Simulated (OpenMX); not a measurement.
HfGe:

```
Hf Ge
1.0
     3.21967    0.00000    0.00000
     0.00000    3.21967    0.00000
     0.00000    0.00000    4.10843
Hf Ge
1 1
Direct
  0.50000 0.50000 0.00000
  0.00000 0.00000 0.00000
```

The cell was built by a generator and needn't be a form met in nature.

Base run:

```yaml
Program: OpenMX 3.8.5
Functional: PBE
Potentials_or_basis: OpenMX 2013 PBE set, Hf7.0-s3p2d2f1, Ge7.0-s3p2d2, grid cutoff 400 Ry
k_mesh: 7 × 7 × 5
Occupations: fermi-dirac, width 0.05 eV
Spin: no spin polarisation
```

Its results: pressure 63.7 GPa.

Question: The run is repeated on the same cell with these changes: functional from PBE to LDA; potentials or basis from OpenMX 2013 PBE set, Hf7.0-s3p2d2f1, Ge7.0-s3p2d2, grid cutoff 400 Ry to OpenMX 2013 LDA set, Hf7.0-s3p2d2f1, Ge7.0-s3p2d2, grid cutoff 400 Ry. What comes out?

Answer: Pressure 54.9 GPa.

Caveats: a pressure of tens of GPa on the cell as given is suspect, and the run, the potentials or the cell itself is likely at fault; the basis of atomic orbitals isn't converged, which shifts pressures, moduli and gaps.
